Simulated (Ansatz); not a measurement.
Working through an atomisation energy of AlBrH5N, SMILES [NH3+][AlH2-][Br]

Program: the Python package of Ansatz (0.2.0).

The script reads `albrh5n.xyz`:
```text
8

N    -1.03180    0.22260    0.05830
Al    0.79020   -0.32380   -0.11720
Br    2.20790    1.37070    0.74900
H    -1.25920    0.38200    1.06510
H    -1.66290   -0.51810   -0.32090
H    -1.18920    1.10890   -0.47130
H     1.01880   -1.67850    0.69670
H     1.12610   -0.56370   -1.65980
```

Run as a notebook:

```python
from collections import Counter

import ansatz as az
```

```python
def single_point(molecule, charge=0, unpaired=0):
    calc = (
        molecule.calculation()
        .basis(gaussian="def2-TZVP")
        .functional("r2scan0")
    )
    if charge:
        calc = calc.charge(charge)
    if unpaired:
        calc = calc.spin("collinear", total=unpaired)
    return calc.run().report["free_energy_ev"]
```

```python
molecule = az.Crystal.molecule_from_extxyz("albrh5n.xyz")
```

```python
# Hund ground states
unpaired = {"N": 3, "Al": 1, "Br": 1, "H": 1}
counts = Counter(site.symbol for site in molecule.cartesian_sites)
atom_energy = {s: single_point(az.Crystal.molecule().atom(s, (0, 0, 0)), 0, unpaired[s]) for s in counts}
whole = single_point(molecule, 0, 0)
for s, e in atom_energy.items():
    print(f"{s:2s} x{counts[s]}  {e:14.5f} eV")
print(f"AlBrH5N: {whole:.5f} eV")
split = sum(counts[s] * e for s, e in atom_energy.items()) - whole
print(f"atomisation energy (no zero-point term): {23.060548 * split:.1f} kcal/mol, {split / sum(counts.values()):.3f} eV an atom")
```

    N  x1     -1485.23672 eV
    Al x1     -6594.08278 eV
    Br x1    -70044.66948 eV
    H  x5       -13.60215 eV
    AlBrH5N: -78215.68541 eV
    atomisation energy (no zero-point term): 546.2 kcal/mol, 2.961 eV an atom

546.2 kcal/mol from the electronic energies, without the zero-point term.

Notes:
- Total energies depend on the basis set; only differences at equal settings carry meaning.
- The geometry is a force-field or estimated start, not a minimum of this method, and the basis set is short of its limit. All parts are taken at fixed geometry, without zero-point energy.
- The spin-orbit lowering of heavy atoms is left out.
- Run time: 14 s on 1 thread of Arm Neoverse V1 (shared host), peak memory 0.38 GiB.

(Lines on the test bed's own set-up are left out of the output.)
